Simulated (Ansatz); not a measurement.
# Si3C: the cost of one run

Computed with Ansatz 0.2.0 (DFT PBE, scalar-relativistic, plane waves, PAW, unless a step's input says otherwise).

### Step 1. The structure to begin with

It takes space group P6/mmm (No. 191, hexagonal). The conventional cell has a = 2.618 Å, b = 2.618 Å, c = 9.836 Å, α = 90.00°, β = 90.00°, γ = 120.00°. Around Si (site symmetry 6mm) lie 7 Si at 2.46 to 2.62 Å and 1 C at 2.46 Å. Si (site symmetry 6/mmm) is surrounded by 8 Si at 2.46 to 2.62 Å. C (site symmetry 6/mmm) is surrounded by 2 Si at 2.46 Å and 6 C at 2.62 Å.

Coordinates:

```xyz
4
Lattice="2.6185 0.0000 0.0000 -1.3092 2.2677 0.0000 0.0000 0.0000 9.8356" Properties=species:S:1:pos:R:3 pbc="T T T"
Si    0.0000    0.0000    7.3767
Si    0.0000    0.0000    2.4589
Si    0.0000    0.0000    4.9178
C     0.0000    0.0000    0.0000
```

The start is an ordering of an alloy on its end members' structure types: elements ordered on the sites of the Si type, Si/C on Si (P6/mmm, No. 191).

### Step 2. The guess as it stands, on a coarse mesh

The input, input.yaml:

```yaml
crystal:
  lattice:
    - [2.61847683, 0.0, 0.0]
    - [-1.30923842, 2.26766746, 0.0]
    - [0.0, 0.0, 9.83560785]
  atoms:
    - { symbol: Si, position: [0.0, 0.0, 0.75] }
    - { symbol: Si, position: [0.0, 0.0, 0.25] }
    - { symbol: Si, position: [0.0, 0.0, 0.5] }
    - { symbol: C, position: [0.0, 0.0, 0.0] }
basis:
  ecutwfc: 420
kpoints:
  mp_grid: { grid: [6, 6, 2] }
hamiltonian:
  xc: pbe
scf:
  occupations: { method: gaussian, width: 0.1 }
  lower_state_search: "off"
output:
  forces: true
  stress: true
  eigenvalues: true
```

Run with:

```bash
$ ansatz run input.yaml --threads 1 --pin off --max-ram 2560MiB --backend cpu --events-out ev --progress --plain --runs-dir out
```

Q: Estimate wall time and peak memory on 1 thread of Intel Xeon at 2.50GHz (Skylake/Cascade Lake), shared host.

About 2.8 s, with a peak of 0.31 GiB.
